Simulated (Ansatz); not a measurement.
# GaH3SZn: the cost of one run

Program: Ansatz 0.2.0. Level of theory: UKS PBE0/def2-SVP. These are calculated values, not measurements.

## 1. The structure to begin with

Bond lengths: Zn1–S2 2.280 Å, S2–Ga3 2.166 Å, Zn1–H4 0.948 Å, Ga3–H5 1.677 Å, Ga3–H6 1.363 Å. Angles: Zn1–S2–Ga3 114.7°, S2–Zn1–H4 94.4°, S2–Ga3–H5 96.2°, S2–Ga3–H6 78.1°, H5–Ga3–H6 80.4°.

Structure file:

```xyz
6

Zn   -1.7728   -0.8227   -0.6297
S     0.1619   -1.3859    0.4361
Ga    1.5640    0.2454    0.6879
H    -1.4557    0.0242   -0.9132
H     1.1509    1.0598   -0.7190
H     0.3937    0.8152    1.0917
```

## 2. Relaxing end A

File input.yaml:

```yaml
crystal:
  periodic: [false, false, false]
  atoms:
    - { symbol: Zn, position_ang: [-1.7728, -0.8227, -0.6297] }
    - { symbol: S, position_ang: [0.1619, -1.3859, 0.4361] }
    - { symbol: Ga, position_ang: [1.564, 0.2454, 0.6879] }
    - { symbol: H, position_ang: [-1.4557, 0.0242, -0.9132] }
    - { symbol: H, position_ang: [1.1509, 1.0598, -0.719] }
    - { symbol: H, position_ang: [0.3937, 0.8152, 1.0917] }
magnetization:
  spin_polarized: true
basis:
  gaussian: { orbitals: def2-SVP }
hamiltonian:
  xc: pbe0
relax:
  f_tol: 0.02
  max_steps: 50
```

Run with:

```sh
ansatz run input.yaml --threads 2 --pin off --max-ram 3072MiB --backend cpu --events-out ev --progress --plain --runs-dir out
```

**Question.** How long does this run take on 2 threads of Intel Xeon 6975P-C (Granite Rapids), shared host, and how much memory does it need?

About 69 s, with a peak of 0.39 GiB.
